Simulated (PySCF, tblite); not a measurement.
**Cl₂H₄PSi₂ radical, a small gas-phase stand-in for a defect centre (Si site with back bonds Cl, Cl, [PH][SiH3]): EPR parameters**

What EPR parameters should one expect for `[SiH3]P[Si](Cl)Cl`? It is drawn as: dangling bond.

Computed with tblite 0.8.0 and PySCF 2.14.0; each step states its level. No surroundings beyond the atoms listed, unless a continuum is named. Atoms count from 0, parts from 1.

## (1) The system as given

9 atoms, charge 0, multiplicity 2; geometry: distance geometry start.

## (2) Relaxing the cluster with GFN2-xTB

Job settings and geometry (Å):

```
{"job": {"kind": "relax", "xc": "GFN2-xTB", "basis": "xTB"}, "charge": 0, "multiplicity": 2}
Si     0.392314    -2.457471    -0.001432
Cl     0.908136    -2.706723    -2.068836
Cl     2.018846    -2.288201     1.352124
P     -1.338197    -1.219178     0.426285
Si    -1.086932     0.886055     0.042672
H     -2.538529    -1.767719     0.064752
H     -0.501744     1.521466     1.196210
H     -0.259283     1.089541    -1.095066
H     -2.366436     1.481137    -0.208844
```

With the program's defaults for keys left out, this is: GFN2-xTB geometry optimisation, gas phase.

On the command line:

```
$ OMP_NUM_THREADS=1 python cluster_run.py task.json out
```

The driver reads the jobs from task.json and runs them one after another.

**Question.** The jobs that follow are: PBE0-D3(BJ)/def2-SVP geometry optimisation, gas phase; UKS B3LYP, IGLO-III on Cl P Si, pcH-1 on H, non-relativistic, mean-field spin-orbit, GIAO; UKS BHandHLYP, IGLO-III on Cl P Si, pcH-1 on H, non-relativistic, mean-field spin-orbit, GIAO. Predict: point group; rotational constants (main isotopes); g(iso) (B3LYP); ⟨S²⟩; largest a(iso); potential on the surface of density 0.002 e/bohr³, 1st and 99th percentile.

The runs gave:

```
                                                                  quantity                    value
                                                               point group                       C1
                                      rotational constants (main isotopes)     2.28, 0.96, 0.72 GHz
                                                            g(iso) (B3LYP)                  2.00645
                                                                      ⟨S²⟩       0.754 (exact 0.75)
                                                            largest a(iso)  29Si on Si0, -828.5 MHz
potential on the surface of density 0.002 e/bohr³, 1st and 99th percentile       -0.41 V and 1.14 V
```

**Reading.** The start of the PBE0/def2-SVP relaxation was shaken at random by about 0.01 Å, so part of the energy gained, and of the first lengths quoted, undoes that. Relaxing lowered the energy by 0.130 eV in 12 steps; the close pair that moved most is Si0–Cl2, from 2.007 to 2.074 Å (PBE0/def2-SVP). The largest share of the spin, 0.64 e, sits on Si0. The isotropic g lies 4.1 ppt above the free-electron value. The coupling of 29Si on Si0 runs from -863.0 (BHandHLYP/IGLO-III+pcH-1) to -828.5 MHz (B3LYP/IGLO-III+pcH-1).
